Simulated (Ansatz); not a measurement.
# LaNb2N3: the cost of one run

Computed with Ansatz 0.2.0 (DFT PBE, scalar-relativistic, plane waves, PAW, unless a step's input says otherwise).

1 further run of the same task is left out (set aside as unsound or not needed).

## 1. The system as given

It takes space group P4/mmm (No. 123, tetragonal). Conventional cell: a = 4.106 Å, b = 4.106 Å, c = 6.443 Å, α = 90.00°, β = 90.00°, γ = 90.00°. La (site symmetry 4/mmm) is surrounded by 6 N at 2.90 to 3.22 Å and 8 Nb at 3.33 Å. Around Nb (site symmetry 4mm) lie 2 N at 1.59 to 1.63 Å. Around N (site symmetry 4/mmm) lie 2 Nb at 1.59 Å. N (site symmetry 4/mmm) has 4 N at 2.90 Å and 2 La at 3.22 Å and 8 Nb at 3.31 Å as nearest neighbours. N (site symmetry 4/mmm) is surrounded by 2 Nb at 1.63 Å.

Structure file:

```
La Nb N
1.0
     4.10585    0.00000    0.00000
     0.00000    4.10585    0.00000
     0.00000    0.00000    6.44326
La Nb N
1 2 3
Direct
  0.00000 0.00000 0.50000
  0.50000 0.50000 0.24735
  0.50000 0.50000 0.75265
  0.50000 0.50000 0.00000
  0.00000 0.00000 0.00000
  0.50000 0.50000 0.50000
```

The cell is invented: random cell by space group and Wyckoff sites (P4/mmm, No. 123). Its size is a rough estimate.

## 2. A first look at the guess

File input.yaml:

```yaml
crystal:
  lattice:
    - [4.10584945, 0.0, 0.0]
    - [0.0, 4.10584945, 0.0]
    - [0.0, 0.0, 6.44325509]
  atoms:
    - { symbol: La, position: [0.0, 0.0, 0.5] }
    - { symbol: Nb, position: [0.5, 0.5, 0.2473511] }
    - { symbol: Nb, position: [0.5, 0.5, 0.7526489] }
    - { symbol: "N", position: [0.5, 0.5, 0.0] }
    - { symbol: "N", position: [0.0, 0.0, 0.0] }
    - { symbol: "N", position: [0.5, 0.5, 0.5] }
basis:
  ecutwfc: 420
kpoints:
  mp_grid: { grid: [4, 4, 4] }
hamiltonian:
  xc: pbe
scf:
  occupations: { method: gaussian, width: 0.1 }
  lower_state_search: "off"
output:
  forces: true
  stress: true
  eigenvalues: true
```

The run is started by

```bash
$ ansatz run input.yaml --threads 1 --pin off --max-ram 2560MiB --backend cpu --events-out ev --progress --plain --runs-dir out
```

**Question.** How long does this run take on 1 thread of Intel Xeon 6975P-C (Granite Rapids), shared host, and how much memory does it need?

About 2.9 s, with a peak of 0.42 GiB.
